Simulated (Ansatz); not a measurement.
# CuSi16: the cost of one run

All numbers below are computed with Ansatz 0.2.0 (DFT LDA, plane waves, PAW, scalar-relativistic, no spin polarisation).

**1. Starting point**

The cell holds 17 atoms (CuSi16): a = 7.679 Å, b = 7.679 Å, c = 7.679 Å, α = 60.00°, β = 60.00°, γ = 60.00°.

As a file:

```
Si Cu
1.0
     0.00000    5.43000    5.43000
     5.43000    0.00000    5.43000
     5.43000    5.43000    0.00000
Si Cu
16 1
Direct
  0.00000 0.00000 0.00000
  0.12500 0.12500 0.12500
  0.00000 0.00000 0.50000
  0.12500 0.12500 0.62500
  0.00000 0.50000 0.00000
  0.12500 0.62500 0.12500
  0.00000 0.50000 0.50000
  0.12500 0.62500 0.62500
  0.50000 0.00000 0.00000
  0.62500 0.12500 0.12500
  0.50000 0.00000 0.50000
  0.62500 0.12500 0.62500
  0.50000 0.50000 0.00000
  0.62500 0.62500 0.12500
  0.50000 0.50000 0.50000
  0.62500 0.62500 0.62500
  0.80906 0.30913 0.80762
```

**2. End point A**

input.yaml

```yaml
crystal:
  lattice:
    - [0.0, 5.43, 5.43]
    - [5.43, 0.0, 5.43]
    - [5.43, 5.43, 0.0]
  atoms:
    - { symbol: Si, position: [0.0, 0.0, 0.0] }
    - { symbol: Si, position: [0.125, 0.125, 0.125] }
    - { symbol: Si, position: [0.0, 0.0, 0.5] }
    - { symbol: Si, position: [0.125, 0.125, 0.625] }
    - { symbol: Si, position: [0.0, 0.5, 0.0] }
    - { symbol: Si, position: [0.125, 0.625, 0.125] }
    - { symbol: Si, position: [0.0, 0.5, 0.5] }
    - { symbol: Si, position: [0.125, 0.625, 0.625] }
    - { symbol: Si, position: [0.5, 0.0, 0.0] }
    - { symbol: Si, position: [0.625, 0.125, 0.125] }
    - { symbol: Si, position: [0.5, 0.0, 0.5] }
    - { symbol: Si, position: [0.625, 0.125, 0.625] }
    - { symbol: Si, position: [0.5, 0.5, 0.0] }
    - { symbol: Si, position: [0.625, 0.625, 0.125] }
    - { symbol: Si, position: [0.5, 0.5, 0.5] }
    - { symbol: Si, position: [0.625, 0.625, 0.625] }
    - { symbol: Cu, position: [0.8090595, 0.3091348, 0.8076213] }
total_charge: 1
basis:
  ecutwfc: 420.0
kpoints:
  mp_grid: { grid: [2, 2, 2] }
hamiltonian:
  xc: lda
  pseudopotentials: { kind: paw, azcp: { folder: soft_1 } }
scf:
  occupations: { method: gaussian, width: 0.02 }
  lower_state_search: "off"
relax:
  f_tol: 0.03
  max_steps: 60
  adjacent_minimum: "off"
output:
  write_density: true
  write_potential: true
  elf: true
  volumetric_format: npy
```

Launch:

```bash
$ ansatz run input.yaml --threads 1 --pin off --max-ram 3072MiB --backend cpu --events-out ev --progress --plain --runs-dir out
```

What time and memory should one allow on 1 thread of Arm Neoverse V2, shared host?

About 33 s, with a peak of 0.52 GiB.
